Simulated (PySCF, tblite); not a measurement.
**C5H9NS: geometry, infrared bands and NMR shifts**

What infrared bands and NMR shifts should C5H9NS (`[H]/N=C\[C@H]1CCSC1`) show?

Programs: tblite 0.8.0 and PySCF 2.14.0, with density-fitted response routines of our own. Each step states its level of theory. These are calculated values for one molecule in the gas phase, unless marked as measured. Atoms count from 0, in the outputs and in this text.

## Step 1: The molecule as given

16 atoms, charge 0, multiplicity 1; geometry from: force field or distance geometry start.

Bonds of the start (Å): N0–C1 1.31, C1–C2 1.46, C2–C3 1.50, C3–C4 1.53, C4–S5 1.82, S5–C6 1.82, C6–C2 1.52, N0–H7 1.03, C1–H8 1.11, C2–H9 1.12, C3–H10 1.12, C3–H11 1.11, C4–H12 1.10, C4–H13 1.07, C6–H14 1.11, C6–H15 1.12.

## Step 2: Relaxing the molecule with GFN2-xTB

The job: settings as JSON, then the geometry in Å.

```
{"job": {"kind": "relax", "xc": "GFN2-xTB", "basis": "xTB"}, "charge": 0, "multiplicity": 1}
N      2.502900    -1.058700    -0.474400
C      1.743400    -0.217800     0.175100
C      0.375500     0.035200    -0.263500
C     -0.587300    -0.688300     0.633100
C     -1.939600    -0.307300     0.034600
S     -1.730800     1.496800     0.139800
C      0.069800     1.524200    -0.146000
H      2.048300    -1.487200    -1.296500
H      2.178600     0.269200     1.074100
H      0.210800    -0.281700    -1.327100
H     -0.525800    -0.294600     1.675300
H     -0.479800    -1.793100     0.604100
H     -1.963300    -0.540300    -1.041300
H     -2.778600    -0.676600     0.594500
H      0.226500     2.061500    -1.100600
H      0.641900     1.967700     0.707200
```

On the command line:

```console
OMP_NUM_THREADS=1 python probes_run.py task.json out
```

The driver reads the jobs from task.json and runs them one after another.

**Question.** This job is followed by: GFN2-xTB harmonic vibrations, gas phase; GIAO PBE0/pcSseg-1 NMR shielding, non-relativistic, gas phase. Predict these results of the whole session: strongest single infrared mode (GFN2-xTB); zero-point energy (GFN2-xTB); 13C shifts against TMS (PBE0/pcSseg-1); 1H shifts against TMS (PBE0/pcSseg-1); 15N shifts against NH3 (PBE0/pcSseg-1); 33S shifts against CS2 (PBE0/pcSseg-1).

The runs gave:

```
                                 quantity                                                      value
strongest single infrared mode (GFN2-xTB)                                      1751 cm⁻¹, 219 km/mol
             zero-point energy (GFN2-xTB)                                              83.0 kcal/mol
   13C shifts against TMS (PBE0/pcSseg-1)                          178.0, 60.9, 38.6, 38.6, 37.1 ppm
    1H shifts against TMS (PBE0/pcSseg-1)  11.01, 7.60, 3.04, 2.91, 2.86, 2.80, 1.98, 1.98, 1.64 ppm
   15N shifts against NH3 (PBE0/pcSseg-1)                                                  365.6 ppm
   33S shifts against CS2 (PBE0/pcSseg-1)                                                    -11 ppm
```

What this shows: Over 94 steps the energy fell by 0.591 eV; of the close pairs, N0–C1 changed most, 1.306 to 1.251 Å. All 42 modes are real, so the xTB geometry is a minimum. The strongest single mode, at 1751 cm⁻¹, moves mainly C1 and N0. Unscaled tight-binding wavenumbers are off by several per cent, some by more. Its intensities can rank the bands wrongly. At PBE0/pcSseg-1: The largest span, 650 ppm, is at N0, where the paramagnetic term is -419 ppm.
